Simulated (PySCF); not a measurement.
# [CeBr2]+: other functionals and bases at one geometry

One table from this session's results is given with a row withheld; the runs are named, their logs left out.

Program: PySCF 2.14.0. Level of theory: several levels, as the steps say, no spin–orbit coupling. These are calculated values, not measurements.

1 further run of the same task is left out (for a known fault of the program).

## Where the work starts

3 atoms, charge 1, spin multiplicity 1.

Bond lengths: Ce1–Br2 2.629 Å, Ce1–Br3 2.629 Å. Angles: Br2–Ce1–Br3 107.7°.

Geometry (Å):

```xyz
3
Br2Ce
Ce    0.0000    0.0000   -0.8743
Br    2.1236    0.0000    0.6759
Br   -2.1236    0.0000    0.6759
```

Formal oxidation states: Ce +3. Each metal's 1 4f electrons lie in its core potential, so multiplicities, spins and levels count the valence alone. An earlier session relaxed this geometry at PBE0, Ce lcecp-1-SVP with ECP47, Br def2-SVP (singlet, point group C2v).

At PBE0 on the finer grid: E = -5179.237213 Eh, HOMO -12.70 eV, LUMO -7.55 eV, Mulliken charge on Ce1 +1.33 e, largest force component 0.018 eV/Å. 

Levels to run: r2SCAN; TPSSh; PBE0, TZVP. Hardware: 2 threads of Arm Neoverse V1, shared host.

Set-up of the first run:

The input, run.py (the lines that set the calculation):

```python
mol = gto.M(atom='''
Ce     0.00000     0.00000    -0.87434
Br     2.12360     0.00000     0.67586
Br    -2.12360     0.00000     0.67586''',
    basis={'Ce': 'lcecp-1-SVP', 'Br': 'def2-SVP'},
    ecp={'Ce': 'lcecp-1-SVP'},
    charge=1, spin=0)
mf = dft.RKS(mol, xc='R2SCAN')
mf.grids.atom_grid = (75, 302)  # f atoms: unpruned, at least (60, 302)
mf = mf.density_fit()  # fitting sets: Ce AutoAux, Br def2-universal-JKFIT
mf.conv_tol = 1e-08; mf.max_cycle = 55
mf.kernel(dm0)  # dm0: the density of the relaxed state
```

On the command line:

```
OMP_NUM_THREADS=2 python run.py
```

Steps of the session up to this table: r2SCAN; TPSSh; PBE0, TZVP.

One table of the session follows, with a row left open; its other results are not shown here.

| level | HOMO (eV) | gap (eV) | charge on Ce1 (e) | dipole (D) | largest force component (eV/Å) |
| --- | --- | --- | --- | --- | --- |
| PBE0 (relaxed here) | -12.70 | 5.15 | 1.33 | 8.14 | 0.02 |
| r2SCAN | ? | ? | ? | ? | ? |
| TPSSh | -12.08 | 4.28 | 1.34 | 8.07 | 0.27 |
| PBE0, TZVP | -12.65 | 5.22 | 1.57 | 8.02 | 0.12 |

Estimate the missing values for r2SCAN.

As computed: HOMO (eV): -11.83; gap (eV): 3.93; charge on Ce1 (e): 1.32; dipole (D): 8.05; largest force component (eV/Å): 0.23. In the column «HOMO (eV)» it is the highest.

The dipole of a charged species depends on the origin, so these sizes hold for this origin alone.

In one basis the HOMO–LUMO gap runs from 3.93 eV (r2SCAN) to 5.15 eV (PBE0). The largest leftover force, 0.27 eV/Å with TPSSh, stands at a geometry relaxed at another level. With 4f in the core, its levels are missing from HOMO and gap, and its count is fixed, so no charge can pass from the ligands into it. Total energies of different levels can't be compared.
